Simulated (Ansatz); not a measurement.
Run this with the Ansatz DFT code, driven from Python and show what comes out.

`run_dfpt.py`:
```python
from pathlib import Path
import warnings

import ansatz as az
import numpy as np
from pymatgen.core import Lattice, Structure
from pymatgen.io.ase import AseAtomsAdaptor

warnings.simplefilter("ignore", az.DeckWarning)

pmg_structure = Structure(
    Lattice([[0.0, 3.293469, 3.293469], [3.293469, 0.0, 3.293469], [3.293469, 3.293469, 0.0]]),
    ["Li", "Li", "Li", "In"],
    [
        [0.25, 0.25, 0.25],
        [0.75, 0.75, 0.75],
        [0.5, 0.5, 0.5],
        [0.0, 0.0, 0.0],
    ],
)
structure = az.Crystal.from_ase(AseAtomsAdaptor.get_atoms(pmg_structure))

base = (
    structure.calculation()
    .functional("lda")
    .basis(31 * az.Ry)
    .occupations("cold", width=0.02)
    .scf(lower_state_search="standard")
    .kpoints(6, 6, 6)
    .phonons("dfpt")
)
done = base.run(threads=1, backend="cpu", runs_dir="runs")
ph = done.phonons

print("Gamma modes (1/cm):", " ".join(f"{w:.1f}" for w in ph.gamma_omega_inv_cm))
print("in meV:", " ".join(f"{w * 0.1239842:.2f}" for w in ph.gamma_omega_inv_cm))
```

Running `python run_dfpt.py` prints:
```text
Gamma modes (1/cm): 0.0 0.0 0.0 203.2 203.2 203.2 286.9 286.9 286.9 347.7 347.7 347.7
in meV: 0.00 0.00 0.00 25.19 25.19 25.19 35.58 35.58 35.58 43.12 43.12 43.12
```

The settings weren't tested for convergence. The cell isn't relaxed first, so the values belong to this volume. The mesh is modest for a metal, so energies can be off by several to tens of meV an atom and pressures by half a GPa or more; differences at equal mesh fare better. The structure comes from a database of computed cells and needn't be a stable or known phase. The structure is taken as given; imaginary modes can come from an unrelaxed or unstable start. Phonons of metals also depend on mesh and smearing. Timing: 11 s on 1 thread of Arm Neoverse V2, on a shared host, peak memory 0.56 GiB.

(Lines on the test bed's own set-up are left out of the output.)
